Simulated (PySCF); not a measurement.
# H12O6Yb (Yb(H2O)63+): the cost of one run

Method: r2SCAN, Yb lcecp-1-SVP with ECP59, O def2-SVP, H def2-SVP; scalar-relativistic core potentials, no spin–orbit coupling; program: PySCF 2.14.0.

3 further runs of the same task are left out: 2 for a known fault of the program, 1 that didn't finish.

## 1. The starting structure

19 atoms, charge 3, spin multiplicity 1.

Bond lengths: Yb1–O2 2.308 Å, Yb1–O5 2.308 Å, Yb1–O8 2.302 Å, Yb1–O11 2.308 Å, Yb1–O14 2.302 Å, Yb1–O17 2.308 Å, O2–H3 0.980 Å, O2–H4 0.980 Å, O5–H6 0.980 Å, O5–H7 0.980 Å, O8–H9 0.980 Å, O8–H10 0.980 Å, O11–H12 0.980 Å, O11–H13 0.980 Å, O14–H15 0.980 Å, O14–H16 0.980 Å, O17–H18 0.980 Å, O17–H19 0.980 Å. Angles: O2–Yb1–O5 180.0°, O2–Yb1–O8 90.0°, O2–Yb1–O11 90.0°, O2–Yb1–O14 90.0°, O2–Yb1–O17 90.0°, O5–Yb1–O8 90.0°, O5–Yb1–O11 90.0°, O5–Yb1–O14 90.0°, O5–Yb1–O17 90.0°, O8–Yb1–O11 90.0°, O8–Yb1–O14 180.0°, O8–Yb1–O17 90.0°, O11–Yb1–O14 90.0°, O11–Yb1–O17 180.0°, O14–Yb1–O17 90.0°, Yb1–O2–H3 128.3°, Yb1–O2–H4 128.3°, H3–O2–H4 103.3° and more.

Coordinates:

```tsv
atom	x (Å)	y (Å)	z (Å)
Yb1	0.0000	0.0000	0.0000
O2	0.0000	0.0000	2.3083
H3	0.5533	0.5332	2.9160
H4	-0.5533	-0.5332	2.9160
O5	0.0000	0.0000	-2.3083
H6	0.5533	-0.5332	-2.9160
H7	-0.5533	0.5332	-2.9160
O8	2.3017	0.0000	0.0000
H9	2.9054	-0.5461	0.5461
H10	2.9054	0.5461	-0.5461
O11	0.0000	2.3083	0.0000
H12	0.5533	2.9160	0.5332
H13	-0.5533	2.9160	-0.5332
O14	-2.3017	0.0000	0.0000
H15	-2.9054	0.5461	0.5461
H16	-2.9054	-0.5461	-0.5461
O17	0.0000	-2.3083	0.0000
H18	-0.5533	-2.9160	0.5332
H19	0.5533	-2.9160	-0.5332
```

Formal oxidation states: Yb +3. Each metal's 13 4f electrons lie in its core potential, so multiplicities, spins and levels count the valence alone. An earlier session relaxed this geometry at r2SCAN, Yb lcecp-1-SVP with ECP59, O def2-SVP, H def2-SVP (singlet, point group C2v).

Its energy there is -496.617848 Eh.

## 2. Atoms moved at random, σ = 0.06 Å

Input file run.py (the lines that set the calculation):

```python
mol = gto.M(atom='''
Yb     0.10290    -0.01223    -0.03870
O     -0.02078    -0.03768     2.39573
H      0.58260     0.45797     2.80930
H     -0.57739    -0.52419     2.87529
O      0.00112    -0.07137    -2.30170
H      0.69337    -0.53870    -2.93641
H     -0.62407     0.49658    -3.05467
O      2.28431     0.10839     0.07505
H      2.84659    -0.53401     0.52995
H      2.98670     0.44107    -0.58442
O     -0.02898     2.29326    -0.02387
H      0.46084     2.98613     0.57018
H     -0.57275     2.86842    -0.57872
O     -2.43531     0.01632     0.05377
H     -2.91418     0.66744     0.55499
H     -2.83438    -0.50552    -0.60900
O      0.01508    -2.18831     0.10260
H     -0.58439    -2.93649     0.50659
H      0.61874    -2.98707    -0.34598''',
    basis={'Yb': 'lcecp-1-SVP', 'O': 'def2-SVP', 'H': 'def2-SVP'},
    ecp={'Yb': 'lcecp-1-SVP'},
    charge=3, spin=0)
mf = dft.RKS(mol, xc='R2SCAN')
mf.grids.atom_grid = (50, 194)  # f atoms: unpruned, at least (60, 302)
mf = mf.density_fit()  # fitting sets: Yb AutoAux, O def2-universal-JKFIT, H def2-universal-JKFIT
mf.conv_tol = 1e-08; mf.max_cycle = 55
mf.kernel(dm0)  # dm0: the density of the relaxed state
```

On the command line:

```sh
$ OMP_NUM_THREADS=4 python run.py
```

**Question.** How long does this run take on 4 threads of AMD EPYC (Zen 3), shared host?

About 43 s.
